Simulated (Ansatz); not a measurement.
**Cl2FH3O2Si2: up Jacob's ladder to CCSD(T)**

The task here is to estimate one member of a computed series from the others.

Computed with Ansatz 0.2.0, Gaussian basis. Level: functionals in def2-TZVPP, the program's frozen cores in correlated methods.

Plan: PBE-D4, r2SCAN-D4, PBE0-D4, B3LYP-D4, ωB97X-V, ωB97M-V, B2PLYP; CCSD(T)/def2-TZVPP; MP2/def2-QZVPP; extrapolation to the limit.

## The geometry

An earlier PBE0-D4 in a triple-zeta def2 set relaxation fixed the geometry.

SMILES `O[Si](O)(Cl)[SiH](F)Cl`, 10 atoms, charge 0, spin multiplicity 1.

Atoms are counted from 1 here; the program's logs count them from 0.

Bond lengths: O1–Si2 1.634 Å, O1–H8 0.959 Å, Si2–O3 1.623 Å, Si2–Cl4 2.059 Å, Si2–Si5 2.340 Å, O3–H9 0.960 Å, Si5–F6 1.598 Å, Si5–Cl7 2.041 Å, Si5–H10 1.480 Å. Angles: Si2–O1–H8 118.2°, O1–Si2–O3 109.0°, O1–Si2–Cl4 107.9°, O1–Si2–Si5 113.6°, O3–Si2–Cl4 112.2°, O3–Si2–Si5 105.9°, Cl4–Si2–Si5 108.3°, Si2–O3–H9 119.6°, Si2–Si5–F6 107.6°, Si2–Si5–Cl7 109.7°, Si2–Si5–H10 115.4°, F6–Si5–Cl7 108.4°, F6–Si5–H10 107.5°, Cl7–Si5–H10 108.1°.

Set-up of the first run:

The input, in.yaml:

```yaml
crystal:
  periodic: [false, false, false]
  atoms:
    - {symbol: O, position_ang: [-0.034092, -1.438649, 1.398370]}
    - {symbol: Si, position_ang: [0.146955, -0.709312, -0.052412]}
    - {symbol: O, position_ang: [1.698020, -0.830435, -0.513743]}
    - {symbol: Cl, position_ang: [-1.135488, -1.618256, -1.383044]}
    - {symbol: Si, position_ang: [-0.333995, 1.580584, -0.018106]}
    - {symbol: F, position_ang: [-1.786738, 1.760102, 0.622130]}
    - {symbol: Cl, position_ang: [-0.377970, 2.303032, -1.926434]}
    - {symbol: H, position_ang: [-0.902698, -1.770140, 1.633896]}
    - {symbol: H, position_ang: [2.122304, -1.691252, -0.527575]}
    - {symbol: H, position_ang: [0.603703, 2.414346, 0.766908]}
basis:
  gaussian: {orbitals: def2-TZVPP}
hamiltonian: {xc: pbe, dispersion: d4}
output: {forces: true, orbitals: {seedname: orbitals}}
```

Command:

```bash
> ansatz run in.yaml --threads 2 --pin off --events-out ev --progress --plain --max-ram 32768MiB --backend cuda --devices 0, --max-vram 18GiB
```

Among the steps run: PBE-D4 (GGA); r2SCAN-D4 (meta-GGA); PBE0-D4 (hybrid); B3LYP-D4 (hybrid); ωB97X-V (range-separated); ωB97M-V (range-separated); B2PLYP (double hybrid); CCSD(T) in def2-TZVPP; MP2 in def2-QZVPP.

One table of the session follows, with a row left open; its other results are not shown here.

It belongs to the step «Atomisation energies». 

```
            method  atomisation energy (eV)
            PBE-D4                   39.850
         r2SCAN-D4                   39.543
           PBE0-D4                   38.971
          B3LYP-D4                   38.899
           ωB97X-V                   39.540
           ωB97M-V                   39.504
            B2PLYP                   38.664
     HF/def2-TZVPP                        ?
    MP2/def2-TZVPP                   39.653
   CCSD/def2-TZVPP                   37.441
CCSD(T)/def2-TZVPP                   38.151
           MP2/CBS                   41.109
       CCSD(T)/CBS                   39.607
```

**Question.** Estimate the row for HF/def2-TZVPP.

**Answer.** atomisation energy (eV): 28.247. In the column «atomisation energy (eV)» it is the lowest.
